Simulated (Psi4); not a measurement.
# InF (SMILES [F][In]): HF/def2-TZVPP (density fitting, core potential, sweep point 7)

Wanted: energy and gradient of InF. 

The calculation is run with Psi4 1.11.

7 further runs of the same task are left out: 7 set aside as unsound or not needed.

### Step 1. The system as given

The species is InF (2 atoms), meant as a singlet with charge 0. As SMILES, `[F][In]`. The shape comes from GFN2-xTB, which is rough for such elements, and wasn't checked as a minimum.

Bond lengths: F1–In2 2.025 Å.

### Step 2. Energy and forces at HF/def2-TZVPP (density fitting, core potential, sweep point 7)

input.inp

```
memory 1.6 GB

molecule geom {
  0 1
  F      0.000000     0.000000     0.000000
  In     0.000000     0.000000     2.025490
  symmetry c1
}

set basis def2-TZVPP
set scf_type df
set damping_percentage 30

E, wfn = gradient("scf", return_wfn=True)
print_variables()
```

The run is started by

```sh
$ psi4 input.inp input.out -n 1
```

What values should one expect? Wanted: total energy; dipole moment; HOMO energy; LUMO energy; HOMO–LUMO gap; largest force on an atom.

Computed results:

At HF/def2-TZVPP (density fitting, core potential, sweep point 7):

```
                quantity          value
            total energy  -288.75524 Eh
           dipole moment         3.52 D
             HOMO energy       -9.63 eV
             LUMO energy        0.51 eV
           HOMO–LUMO gap       10.14 eV
largest force on an atom     0.799 eV/Å
```

In words: The largest force is 0.80 eV/Å: the shape isn't a stationary point for this species at this level.
